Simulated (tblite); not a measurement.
# C5H11GaO2: the cost of one run

Computed with tblite 0.8.0 and PySCF 2.14.0, with density-fitted response routines of our own, on a single molecule in the gas phase. Atoms are numbered from 0 throughout.

## 1. The molecule as given

19 atoms, charge 0, multiplicity 1; geometry from: force field or distance geometry start.

Bonds of the start (Å): C0–C1 1.33, C1–C2 1.49, C2–C3 1.47, C3–O4 1.20, C2–O5 1.37, O5–C6 1.41, O5–Ga7 1.78, C0–H8 1.10, C0–H9 1.09, C1–H10 1.09, C2–H11 1.13, C3–H12 1.10, C6–H13 1.11, C6–H14 1.09, C6–H15 1.11, Ga7–H16 1.63, Ga7–H17 1.64, Ga7–H18 1.62.

## 2. Relaxing the molecule with GFN2-xTB

Job settings and geometry (Å):

```
{"job": {"kind": "relax", "xc": "GFN2-xTB", "basis": "xTB"}, "charge": 0, "multiplicity": 1}
C      2.441800    -0.562900    -0.307200
C      1.697900     0.000900     0.642900
C      0.351500     0.582100     0.388500
C      0.473100     1.441000    -0.803300
O     -0.120800     1.307100    -1.842000
O     -0.528200    -0.462900     0.339000
C     -1.378000    -0.321900     1.451100
Ga    -1.490200    -0.697300    -1.139900
H      2.093400    -0.625900    -1.347200
H      3.405100    -0.959900     0.000400
H      2.080700     0.034400     1.666400
H      0.161500     1.268100     1.263700
H      1.175400     2.280800    -0.731200
H     -0.825900    -0.340400     2.414900
H     -2.133400    -1.110900     1.423700
H     -1.841500     0.683000     1.379300
H     -2.362900     0.606400    -1.574100
H     -2.579700    -1.877800    -0.830600
H     -0.629500    -1.234700    -2.401700
```

Started as:

```console
$ OMP_NUM_THREADS=1 python probes_run.py task.json out
```

The driver reads the jobs from task.json and runs them one after another.

Q: Estimate the wall time and peak memory of this first job on 1 thread of Arm Neoverse N1, shared host.

About 1.9 s, with a peak of 0.18 GiB.
